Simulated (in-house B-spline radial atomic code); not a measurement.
# Ru⁷⁺: ionisation energy by several methods

Wanted: one ionisation energy, Ru⁷⁺ to configuration [Ar] 3d10 4s2 4p6, up the ladder of functionals.

The numbers are computed with in-house B-spline radial atomic code version 1 (non-relativistic, several functionals, spin-polarised; spherical all-electron atom at the radial basis limit), except any that are marked as measured or tabulated.

### 1 Starting point

```
element       : ruthenium (Z = 44)
charge        : +7
electrons     : 37
configuration : [Kr] 4d1
nucleus       : point
```

Outer shells as boxes (Hund's rule):

[Kr] 4d1
```
[Kr] core
4d [↑ ][  ][  ][  ][  ]
```

Where spins are not typed, each open shell is filled with up spins first.

### 2 M06-L

Settings, as recorded:

```ini
Z = 44
electrons = 37.0
configuration = [Kr] 4d1
hamiltonian = nr
method = m06l
spin_polarised = True
```

### 3 LDA (PW92)

Settings, as recorded:

```ini
Z = 44
electrons = 37.0
configuration = [Kr] 4d1
hamiltonian = nr
method = lda,pw
spin_polarised = True
```

### 4 TPSS

Settings, as recorded:

```ini
Z = 44
electrons = 37.0
configuration = [Kr] 4d1
hamiltonian = nr
method = tpss,tpss
spin_polarised = True
```

### 5 PBE

Settings, as recorded:

```ini
Z = 44
electrons = 37.0
configuration = [Kr] 4d1
hamiltonian = nr
method = pbe,pbe
spin_polarised = True
```

### 6 revTPSS

Settings, as recorded:

```ini
Z = 44
electrons = 37.0
configuration = [Kr] 4d1
hamiltonian = nr
method = revtpss,revtpss
spin_polarised = True
```

### 7 PW91

Settings, as recorded:

```ini
Z = 44
electrons = 37.0
configuration = [Kr] 4d1
hamiltonian = nr
method = pw91,pw91
spin_polarised = True
```

Before running: The tabulated ionisation energy is 110 ± 2.1 eV (tabulated theoretical; NIST Atomic Spectra Database). What does each method give, and which comes nearest?

**Answer**, as computed:

| method | rung | total energy (hartree) | ΔSCF (eV) | −ε highest (eV) | ΔSCF less tabulated (eV) |
| --- | --- | --- | --- | --- | --- |
| LDA (PW92) | LDA | -4426.7262 | 112.18 | 103.25 (4d up) | +2.18 |
| PBE | GGA | -4430.9870 | 112.02 | 103.13 (4d up) | +2.02 |
| PW91 | GGA | -4431.7024 | 112.12 | 103.22 (4d up) | +2.12 |
| M06-L | meta-GGA | -4431.3780 | 111.57 | 102.83 (4d up) | +1.57 |
| TPSS | meta-GGA | -4431.2762 | 111.85 | 102.99 (4d up) | +1.85 |
| revTPSS | meta-GGA | -4430.4646 | 111.78 | 102.92 (4d up) | +1.78 |

Tables give 110 ± 2.1 eV (tabulated theoretical; NIST Atomic Spectra Database) for the ionisation energy. M06-L misses by +1.57 eV, the least, and LDA (PW92) by +2.18 eV (2.0 %), the most. Mean absolute error by rung (exchange-only levels left out): LDA 2.18 eV, GGA 2.07 eV, meta-GGA 1.73 eV. The table's own uncertainty exceeds the spread between the methods, so their order is not settled. All methods miss on the same side by much the same amount, which points to something that they share. These runs lack relativity altogether, which can outweigh the gaps between the methods, so the nearest may be so by luck. PBE is off by +2.02 eV. These runs leave out relativity, which matters at this nuclear charge. Open shells are averaged (over orientations, and over spins where the run is restricted), while tables refer to the lowest levels. For the semilocal functionals minus the highest level recovers only 92 % of their own ΔSCF value, a mark of self-interaction.

Members of this set that are not shown: 12 used exact exchange with fractional occupations of an open shell, which is unsound here.
